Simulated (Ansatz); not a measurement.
Runs of Ansatz 0.2.0 on RuS. The structure is cubic, space group F-43m (No. 216). The conventional cell has a = 5.529 Å, b = 5.529 Å, c = 5.529 Å, α = 90.00°, β = 90.00°, γ = 90.00°. Around Ru (site symmetry -43m) lie 4 S at 2.39 Å. S (site symmetry -43m) is surrounded by 4 Ru at 2.39 Å. The cell comes from a database or a generator and needn't be the stable form of this composition.

```csv
spin,U,fixed moment (μB),gap on the mesh (eV),pressure (GPa),moment (μB)
"collinear, ferromagnetic start",Ru d U = 2 eV,2.0,-,-11.1,-
"collinear, random start",Ru d U = 7 eV,-,none,(a),2.00
"collinear, program default start",Ru d U = 2 eV,-,none,-20.5,0.60
"collinear, random start",Ru d U = 2 eV,-,none,-20.5,0.60
```

Alike in all rows: task single point; level PBEsol+U; potentials or basis all-electron LAPW, scalar-relativistic; cell as given; k mesh 6 × 6 × 6; cutoff (eV) 273; smearing gaussian 0.05 eV; basis error allowed 0.001 eV/atom.

Problem. Estimate the missing entries.

Solution. (a) 3.0.

Caveats: the k mesh is thin for a metal, which can move the energy by tens of meV per atom; U is the effective U less J, on atomic orbitals that reach past the spheres; the total moment is fixed, so each spin has its own Fermi level (some runs).

A k mesh can miss the band edges, and the runs leave out spin-orbit coupling on Ru.

A gap of «none» marks a metal or a gap under the smearing width.
